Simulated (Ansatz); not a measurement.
**Molecular dynamics of Li**

Input file:

```yaml
accuracy: low
crystal:
  lattice:
    - [7.094447, 0.0, 0.0]
    - [0.0, 7.094447, 0.0]
    - [0.0, 0.0, 7.094447]
  atoms:
    - { symbol: Li, position: [0.0, 0.0, 0.0] }
    - { symbol: Li, position: [0.5, 0.0, 0.0] }
    - { symbol: Li, position: [0.0, 0.5, 0.0] }
    - { symbol: Li, position: [0.0, 0.0, 0.5] }
    - { symbol: Li, position: [0.25, 0.25, 0.25] }
    - { symbol: Li, position: [0.5, 0.5, 0.0] }
    - { symbol: Li, position: [0.5, 0.0, 0.5] }
    - { symbol: Li, position: [0.75, 0.25, 0.25] }
    - { symbol: Li, position: [0.0, 0.5, 0.5] }
    - { symbol: Li, position: [0.25, 0.75, 0.25] }
    - { symbol: Li, position: [0.25, 0.25, 0.75] }
    - { symbol: Li, position: [0.5, 0.5, 0.5] }
    - { symbol: Li, position: [0.75, 0.75, 0.25] }
    - { symbol: Li, position: [0.75, 0.25, 0.75] }
    - { symbol: Li, position: [0.25, 0.75, 0.75] }
    - { symbol: Li, position: [0.75, 0.75, 0.75] }
basis:
  ecutwfc: 420.0
kpoints:
  mp_grid: { grid: [3, 3, 3] }
hamiltonian:
  xc: pbe
scf:
  occupations: { method: fermi_dirac, width: 0.16 }
  lower_state_search: "off"
md:
  timestep: 1
  n_steps: 80
  ensemble: nvt_langevin
  temperature: 1800.0
  initial_velocities: maxwell_boltzmann
  seed: 22920
  friction: 0.02
```

Run as:

```bash
$ ansatz run input.yaml --threads 1 --pin off --max-ram 3072MiB --backend cpu --events-out ev --progress --plain --runs-dir out
```

It starts from a structure without forces on its atoms.

Output, in part (step lines):

```
md step     0: t =     0.00 fs  T =  1687.5 K  F+E_penalty+E_count = -3275.26939342 eV  E_kin = 3.490020 eV  (6 SCF iters)
md step     1: t =     1.00 fs  T =  1643.5 K  F+E_penalty+E_count = -3275.26299283 eV  E_kin = 3.399116 eV  (5 SCF iters)
md step     2: t =     2.00 fs  T =  1699.1 K  F+E_penalty+E_count = -3275.24430109 eV  E_kin = 3.514041 eV  (6 SCF iters)
md step     3: t =     3.00 fs  T =  1524.8 K  F+E_penalty+E_count = -3275.21448882 eV  E_kin = 3.153558 eV  (6 SCF iters)
md step     4: t =     4.00 fs  T =  1458.9 K  F+E_penalty+E_count = -3275.17523812 eV  E_kin = 3.017338 eV  (6 SCF iters)
md step     5: t =     5.00 fs  T =  1361.1 K  F+E_penalty+E_count = -3275.12863444 eV  E_kin = 2.815008 eV  (5 SCF iters)
md step     6: t =     6.00 fs  T =  1237.2 K  F+E_penalty+E_count = -3275.07724453 eV  E_kin = 2.558803 eV  (5 SCF iters)
md step     7: t =     7.00 fs  T =  1373.6 K  F+E_penalty+E_count = -3275.01931872 eV  E_kin = 2.840761 eV  (5 SCF iters)
md step     8: t =     8.00 fs  T =  1476.5 K  F+E_penalty+E_count = -3274.95215459 eV  E_kin = 3.053608 eV  (5 SCF iters)
md step     9: t =     9.00 fs  T =  1624.5 K  F+E_penalty+E_count = -3274.87588477 eV  E_kin = 3.359644 eV  (5 SCF iters)
md step    10: t =    10.00 fs  T =  1527.7 K  F+E_penalty+E_count = -3274.79166747 eV  E_kin = 3.159578 eV  (6 SCF iters)
md step    11: t =    11.00 fs  T =  1418.9 K  F+E_penalty+E_count = -3274.70403375 eV  E_kin = 2.934423 eV  (5 SCF iters)
md step    12: t =    12.00 fs  T =  1469.7 K  F+E_penalty+E_count = -3274.61301159 eV  E_kin = 3.039522 eV  (5 SCF iters)
md step    13: t =    13.00 fs  T =  1367.2 K  F+E_penalty+E_count = -3274.51788151 eV  E_kin = 2.827542 eV  (5 SCF iters)
md step    14: t =    14.00 fs  T =  1324.4 K  F+E_penalty+E_count = -3274.42183956 eV  E_kin = 2.739092 eV  (5 SCF iters)
md step    15: t =    15.00 fs  T =  1204.1 K  F+E_penalty+E_count = -3274.32683097 eV  E_kin = 2.490170 eV  (5 SCF iters)
md step    16: t =    16.00 fs  T =  1073.4 K  F+E_penalty+E_count = -3274.23683300 eV  E_kin = 2.219958 eV  (5 SCF iters)
md step    17: t =    17.00 fs  T =  1265.6 K  F+E_penalty+E_count = -3274.14658328 eV  E_kin = 2.617476 eV  (5 SCF iters)
md step    18: t =    18.00 fs  T =  1144.6 K  F+E_penalty+E_count = -3274.05759795 eV  E_kin = 2.367173 eV  (5 SCF iters)
md step    19: t =    19.00 fs  T =  1115.7 K  F+E_penalty+E_count = -3273.97600411 eV  E_kin = 2.307345 eV  (5 SCF iters)
md step    20: t =    20.00 fs  T =  1102.1 K  F+E_penalty+E_count = -3273.90403247 eV  E_kin = 2.279285 eV  (6 SCF iters)
md step    21: t =    21.00 fs  T =   989.2 K  F+E_penalty+E_count = -3273.83878553 eV  E_kin = 2.045858 eV  (5 SCF iters)
md step    22: t =    22.00 fs  T =   844.2 K  F+E_penalty+E_count = -3273.77633668 eV  E_kin = 1.745980 eV  (5 SCF iters)
md step    23: t =    23.00 fs  T =   900.3 K  F+E_penalty+E_count = -3273.71585393 eV  E_kin = 1.861914 eV  (5 SCF iters)
md step    24: t =    24.00 fs  T =   936.8 K  F+E_penalty+E_count = -3273.66001872 eV  E_kin = 1.937508 eV  (5 SCF iters)
md step    25: t =    25.00 fs  T =  1028.3 K  F+E_penalty+E_count = -3273.61548429 eV  E_kin = 2.126663 eV  (5 SCF iters)
md step    26: t =    26.00 fs  T =   948.8 K  F+E_penalty+E_count = -3273.57834193 eV  E_kin = 1.962330 eV  (5 SCF iters)
md step    27: t =    27.00 fs  T =  1007.8 K  F+E_penalty+E_count = -3273.54667635 eV  E_kin = 2.084199 eV  (5 SCF iters)
md step    28: t =    28.00 fs  T =  1084.1 K  F+E_penalty+E_count = -3273.51649561 eV  E_kin = 2.242047 eV  (5 SCF iters)
md step    29: t =    29.00 fs  T =  1070.7 K  F+E_penalty+E_count = -3273.48963306 eV  E_kin = 2.214322 eV  (5 SCF iters)
md step    30: t =    30.00 fs  T =  1023.3 K  F+E_penalty+E_count = -3273.47048253 eV  E_kin = 2.116265 eV  (6 SCF iters)
md step    31: t =    31.00 fs  T =  1221.7 K  F+E_penalty+E_count = -3273.45724048 eV  E_kin = 2.526743 eV  (5 SCF iters)
md step    32: t =    32.00 fs  T =  1334.5 K  F+E_penalty+E_count = -3273.44556444 eV  E_kin = 2.760049 eV  (5 SCF iters)
md step    33: t =    33.00 fs  T =  1326.8 K  F+E_penalty+E_count = -3273.43321021 eV  E_kin = 2.744036 eV  (5 SCF iters)
md step    34: t =    34.00 fs  T =  1492.2 K  F+E_penalty+E_count = -3273.42039350 eV  E_kin = 3.086183 eV  (5 SCF iters)
md step    35: t =    35.00 fs  T =  1386.4 K  F+E_penalty+E_count = -3273.40866741 eV  E_kin = 2.867228 eV  (5 SCF iters)
md step    36: t =    36.00 fs  T =  1389.3 K  F+E_penalty+E_count = -3273.40108143 eV  E_kin = 2.873271 eV  (5 SCF iters)
md step    37: t =    37.00 fs  T =  1411.5 K  F+E_penalty+E_count = -3273.39616635 eV  E_kin = 2.919173 eV  (5 SCF iters)
md step    38: t =    38.00 fs  T =  1401.3 K  F+E_penalty+E_count = -3273.38859787 eV  E_kin = 2.898052 eV  (5 SCF iters)
md step    39: t =    39.00 fs  T =  1489.8 K  F+E_penalty+E_count = -3273.37282810 eV  E_kin = 3.081165 eV  (5 SCF iters)
md step    40: t =    40.00 fs  T =  1492.7 K  F+E_penalty+E_count = -3273.35045745 eV  E_kin = 3.087090 eV  (6 SCF iters)
md step    41: t =    41.00 fs  T =  1471.4 K  F+E_penalty+E_count = -3273.32188538 eV  E_kin = 3.043189 eV  (5 SCF iters)
md step    42: t =    42.00 fs  T =  1506.2 K  F+E_penalty+E_count = -3273.28147496 eV  E_kin = 3.115090 eV  (5 SCF iters)
md step    43: t =    43.00 fs  T =  1514.4 K  F+E_penalty+E_count = -3273.23115653 eV  E_kin = 3.132124 eV  (5 SCF iters)
md step    44: t =    44.00 fs  T =  1725.1 K  F+E_penalty+E_count = -3273.17938179 eV  E_kin = 3.567813 eV  (5 SCF iters)
md step    45: t =    45.00 fs  T =  1639.1 K  F+E_penalty+E_count = -3273.13113497 eV  E_kin = 3.389883 eV  (5 SCF iters)
md step    46: t =    46.00 fs  T =  1641.3 K  F+E_penalty+E_count = -3273.08385273 eV  E_kin = 3.394444 eV  (5 SCF iters)
md step    47: t =    47.00 fs  T =  1661.3 K  F+E_penalty+E_count = -3273.03126039 eV  E_kin = 3.435825 eV  (5 SCF iters)
md step    48: t =    48.00 fs  T =  1838.7 K  F+E_penalty+E_count = -3272.97016266 eV  E_kin = 3.802756 eV  (5 SCF iters)
md step    49: t =    49.00 fs  T =  1871.7 K  F+E_penalty+E_count = -3272.90038951 eV  E_kin = 3.871056 eV  (5 SCF iters)
md step    50: t =    50.00 fs  T =  1927.9 K  F+E_penalty+E_count = -3272.82472888 eV  E_kin = 3.987129 eV  (6 SCF iters)
md step    51: t =    51.00 fs  T =  1944.5 K  F+E_penalty+E_count = -3272.74728277 eV  E_kin = 4.021520 eV  (5 SCF iters)
md step    52: t =    52.00 fs  T =  1899.4 K  F+E_penalty+E_count = -3272.67185884 eV  E_kin = 3.928219 eV  (5 SCF iters)
md step    53: t =    53.00 fs  T =  1764.9 K  F+E_penalty+E_count = -3272.59310305 eV  E_kin = 3.650059 eV  (5 SCF iters)
md step    54: t =    54.00 fs  T =  1494.1 K  F+E_penalty+E_count = -3272.51642774 eV  E_kin = 3.089964 eV  (5 SCF iters)
md step    55: t =    55.00 fs  T =  1627.5 K  F+E_penalty+E_count = -3272.44370488 eV  E_kin = 3.365888 eV  (5 SCF iters)
md step    56: t =    56.00 fs  T =  1531.7 K  F+E_penalty+E_count = -3272.37181421 eV  E_kin = 3.167809 eV  (5 SCF iters)
md step    57: t =    57.00 fs  T =  1482.8 K  F+E_penalty+E_count = -3272.31004164 eV  E_kin = 3.066605 eV  (5 SCF iters)
md step    58: t =    58.00 fs  T =  1668.5 K  F+E_penalty+E_count = -3272.25391420 eV  E_kin = 3.450774 eV  (5 SCF iters)
md step    59: t =    59.00 fs  T =  1697.9 K  F+E_penalty+E_count = -3272.20386574 eV  E_kin = 3.511433 eV  (5 SCF iters)
md step    60: t =    60.00 fs  T =  1717.7 K  F+E_penalty+E_count = -3272.16868755 eV  E_kin = 3.552503 eV  (6 SCF iters)
md step    61: t =    61.00 fs  T =  1882.2 K  F+E_penalty+E_count = -3272.14731499 eV  E_kin = 3.892707 eV  (5 SCF iters)
md step    62: t =    62.00 fs  T =  2050.1 K  F+E_penalty+E_count = -3272.13948800 eV  E_kin = 4.239925 eV  (5 SCF iters)
md step    63: t =    63.00 fs  T =  2127.3 K  F+E_penalty+E_count = -3272.14601537 eV  E_kin = 4.399654 eV  (5 SCF iters)
md step    64: t =    64.00 fs  T =  1971.5 K  F+E_penalty+E_count = -3272.16368876 eV  E_kin = 4.077275 eV  (5 SCF iters)
md step    65: t =    65.00 fs  T =  2053.8 K  F+E_penalty+E_count = -3272.18429771 eV  E_kin = 4.247656 eV  (5 SCF iters)
md step    66: t =    66.00 fs  T =  2065.1 K  F+E_penalty+E_count = -3272.20457368 eV  E_kin = 4.271047 eV  (5 SCF iters)
md step    67: t =    67.00 fs  T =  2179.4 K  F+E_penalty+E_count = -3272.21853585 eV  E_kin = 4.507310 eV  (5 SCF iters)
md step    68: t =    68.00 fs  T =  2163.4 K  F+E_penalty+E_count = -3272.22204419 eV  E_kin = 4.474194 eV  (5 SCF iters)
md step    69: t =    69.00 fs  T =  2241.0 K  F+E_penalty+E_count = -3272.21654141 eV  E_kin = 4.634817 eV  (5 SCF iters)
md step    70: t =    70.00 fs  T =  2298.0 K  F+E_penalty+E_count = -3272.19717574 eV  E_kin = 4.752661 eV  (6 SCF iters)
md step    71: t =    71.00 fs  T =  2301.4 K  F+E_penalty+E_count = -3272.16796805 eV  E_kin = 4.759675 eV  (5 SCF iters)
md step    72: t =    72.00 fs  T =  2247.7 K  F+E_penalty+E_count = -3272.13532404 eV  E_kin = 4.648632 eV  (5 SCF iters)
md step    73: t =    73.00 fs  T =  2125.0 K  F+E_penalty+E_count = -3272.08869181 eV  E_kin = 4.394862 eV  (5 SCF iters)
md step    74: t =    74.00 fs  T =  2100.1 K  F+E_penalty+E_count = -3272.01918633 eV  E_kin = 4.343334 eV  (5 SCF iters)
md step    75: t =    75.00 fs  T =  2055.5 K  F+E_penalty+E_count = -3271.93662189 eV  E_kin = 4.251160 eV  (5 SCF iters)
md step    76: t =    76.00 fs  T =  1955.3 K  F+E_penalty+E_count = -3271.85733936 eV  E_kin = 4.043892 eV  (5 SCF iters)
md step    77: t =    77.00 fs  T =  1877.5 K  F+E_penalty+E_count = -3271.78807486 eV  E_kin = 3.882957 eV  (5 SCF iters)
md step    78: t =    78.00 fs  T =  1724.9 K  F+E_penalty+E_count = -3271.72040563 eV  E_kin = 3.567294 eV  (5 SCF iters)
md step    79: t =    79.00 fs  T =  1584.4 K  F+E_penalty+E_count = -3271.64703247 eV  E_kin = 3.276773 eV  (5 SCF iters)
md step    80: t =    80.00 fs  T =  1415.4 K  F+E_penalty+E_count = -3271.57691781 eV  E_kin = 2.927239 eV  (6 SCF iters)
```

All steps were run. A run of 0.08 ps of so small a system gives no equilibrium averages. Limits of this set-up: coarse k mesh, low accuracy level.

Mean squared displacements from the first frame to the last, about the centre of mass: Li 0.70 Å².

Last frame:

```xyz
16
Lattice="7.0944 0.0000 0.0000 0.0000 7.0944 0.0000 0.0000 0.0000 7.0944" Properties=species:S:1:pos:R:3
Li 0.336 0.286 -0.272
Li 2.786 -1.181 -0.817
Li -0.395 2.760 -0.547
Li 0.514 0.072 3.855
Li 1.034 2.285 1.721
Li 2.590 2.965 -0.151
Li 3.184 -0.076 3.513
Li 5.081 0.684 1.830
Li -0.718 3.058 4.182
Li 1.499 5.599 1.498
Li 2.233 1.210 4.964
Li 3.417 3.724 4.495
Li 4.715 5.083 2.437
Li 4.905 1.147 5.319
Li 1.003 4.836 5.524
Li 5.723 5.908 5.270
```

The run took 16 min on 1 thread of Arm Neoverse V1, with other jobs on the host, peak memory 0.62 GiB.
